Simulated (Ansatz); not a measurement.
# H7HfN3O: one species, many methods

An exercise on one series of results from a longer session: the logs are not shown, and one member is left open.

The runs use Ansatz 0.2.0, Gaussian basis; functionals in def2-TZVPP, the program's frozen cores in correlated methods.

Plan: LDA (SPW92), PBE-D4, revPBE-D4, BLYP-D4, r2SCAN-D4, B97M-V, PBE0-D4, B3LYP-D4, r2SCANh-D4, r2SCAN0-D4, HSE06-D4, BHLYP-D4, CAM-B3LYP-D4, LC-ωPBE, ωB97X-V, ωB97M-V, B2PLYP, PBE-QIDH; CCSD(T)/def2-SVP; CCSD(T)/def2-TZVPP; MP2/def2-QZVPP; extrapolation to the limit; RPA on PBE.

## Structure used throughout

An earlier PBE0-D4 in a triple-zeta def2 set relaxation fixed the geometry. Hf takes the def2 core potential; no spin-orbit term is included.

SMILES `[NH2][Hf]([NH2])([NH2])[OH]`, 12 atoms, charge 0, spin multiplicity 1.

Atoms are counted from 1 here; the program's logs count them from 0.

Bond lengths: N1–Hf2 2.046 Å, N1–H6 1.010 Å, N1–H7 1.010 Å, Hf2–N3 2.045 Å, Hf2–N4 2.047 Å, Hf2–O5 1.938 Å, N3–H8 1.010 Å, N3–H9 1.010 Å, N4–H10 1.010 Å, N4–H11 1.010 Å, O5–H12 0.950 Å. Angles: Hf2–N1–H6 124.8°, Hf2–N1–H7 126.3°, H6–N1–H7 108.7°, N1–Hf2–N3 105.9°, N1–Hf2–N4 106.3°, N1–Hf2–O5 113.8°, N3–Hf2–N4 108.3°, N3–Hf2–O5 110.9°, N4–Hf2–O5 111.1°, Hf2–N3–H8 125.8°, Hf2–N3–H9 124.9°, H8–N3–H9 108.5°, Hf2–N4–H10 126.5°, Hf2–N4–H11 124.6°, H10–N4–H11 108.7°, Hf2–O5–H12 164.1°.

Set-up of the first run:

The input, in.yaml:

```yaml
crystal:
  periodic: [false, false, false]
  atoms:
    - {symbol: N, position_ang: [-1.787343, 0.733001, -0.178915]}
    - {symbol: Hf, position_ang: [0.175598, 0.200789, 0.043282]}
    - {symbol: N, position_ang: [0.230214, -1.098484, 1.622033]}
    - {symbol: N, position_ang: [0.689490, -0.823759, -1.652445]}
    - {symbol: O, position_ang: [1.364706, 1.701654, 0.340233]}
    - {symbol: H, position_ang: [-2.550788, 0.362965, 0.368417]}
    - {symbol: H, position_ang: [-2.145149, 1.459060, -0.783596]}
    - {symbol: H, position_ang: [0.376899, -0.847523, 2.589667]}
    - {symbol: H, position_ang: [0.267434, -2.104475, 1.541947]}
    - {symbol: H, position_ang: [1.622763, -0.950783, -2.017259]}
    - {symbol: H, position_ang: [0.028681, -1.206938, -2.312832]}
    - {symbol: H, position_ang: [1.727514, 2.574504, 0.439469]}
basis:
  gaussian: {orbitals: def2-TZVPP}
hamiltonian: {xc: lda}
output: {orbitals: {seedname: orbitals}}
```

Launch:

```
> ansatz run in.yaml --threads 4 --pin off --events-out ev --progress --plain --max-ram 11315MiB
```

Among the steps run: LDA; PBE-D4 (GGA); revPBE-D4 (GGA); BLYP-D4 (GGA); r2SCAN-D4 (meta-GGA); B97M-V (meta-GGA); PBE0-D4 (hybrid); B3LYP-D4 (hybrid); r2SCANh-D4 (hybrid); r2SCAN0-D4 (hybrid); HSE06-D4 (hybrid); BHLYP-D4 (hybrid); CAM-B3LYP-D4 (range-separated); LC-ωPBE (range-separated); ωB97X-V (range-separated); ωB97M-V (range-separated); B2PLYP (double hybrid); PBE-QIDH (double hybrid).

One table of the session follows, with a row left open; its other results are not shown here.

It belongs to the step «Orbital energies across the functionals». 

| functional | HOMO (eV) | gap (eV) |
| --- | --- | --- |
| LDA (SPW92) | -5.51 | 4.81 |
| PBE-D4 | ? | ? |
| revPBE-D4 | -5.25 | 4.76 |
| BLYP-D4 | -5.20 | 4.62 |
| r2SCAN-D4 | -5.61 | 5.61 |
| B97M-V | -5.66 | 5.14 |
| PBE0-D4 | -6.70 | 6.83 |
| B3LYP-D4 | -6.46 | 6.29 |
| r2SCANh-D4 | -6.13 | 6.32 |
| r2SCAN0-D4 | -6.91 | 7.38 |
| HSE06-D4 | -6.29 | 6.08 |
| BHLYP-D4 | -8.00 | 8.62 |
| CAM-B3LYP-D4 | -8.14 | 8.92 |
| LC-ωPBE | -9.55 | 11.50 |
| ωB97X-V | -9.17 | 10.90 |
| ωB97M-V | -9.08 | 10.34 |

**Question.** Estimate the row for PBE-D4.

**Answer.** HOMO (eV): -5.32; gap (eV): 4.76. In the column «HOMO (eV)» it lies between LDA (SPW92) (-5.51) and revPBE-D4 (-5.25).
